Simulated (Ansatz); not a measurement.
# TiCl+ (quintet): from Hartree-Fock to the top rungs, def2-TZVPP

The task here is to estimate one member of a computed series from the others.

Program: Ansatz 0.2.0, Gaussian basis. Level of theory: def2-TZVPP, core rule «outside noble gas», up to 14 orbitals frozen. These are calculated values, not measurements.

To be run: UHF; ROHF; CCSD(T) on UHF.

**What is computed**

The geometry is a PBE0/def2-TZVP stationary point (not a proven minimum) of the parent state, kept for this charge and spin.

2 atoms, charge 1, spin multiplicity 5.

Atoms are counted from 1 here; the program's logs count them from 0.

No contacts short enough for the rule that draws bonds.

Set-up of the first run:

in.yaml reads:

```yaml
crystal:
  periodic: [false, false, false]
  atoms:
    - {symbol: Ti, position_ang: [0.000000, 0.000000, 0.000000]}
    - {symbol: Cl, position_ang: [0.000000, 0.000000, 3.280600]}
basis:
  gaussian: {orbitals: def2-TZVPP}
total_charge: 1
magnetization: {spin_polarized: true, initial_magnetization: 4}
hamiltonian: {xc: hf}
output: {orbitals: {seedname: orbitals}}
```

On the command line:

```bash
> ansatz run in.yaml --threads 1 --pin off --events-out ev --progress --plain --max-ram 2816MiB --backend cpu
```

Steps of the session up to this table: UHF; ROHF; CCSD(T) on UHF.

One table of the session follows, with a row left open; its other results are not shown here.

It belongs to the step «Misses and costs». 

```
  method  from UCCSD(T) (kJ/mol)
    ROHF                  +567.7
     UHF                  +540.6
    UMP2                   +88.2
   UCCSD                       ?
UCCSD(T)                       0
```

**Question.** Estimate the row for UCCSD.

The run gave: from UCCSD(T) (kJ/mol): +16.7. In the column «from UCCSD(T) (kJ/mol)» it lies between UCCSD(T) (0) and UMP2 (+88.2).
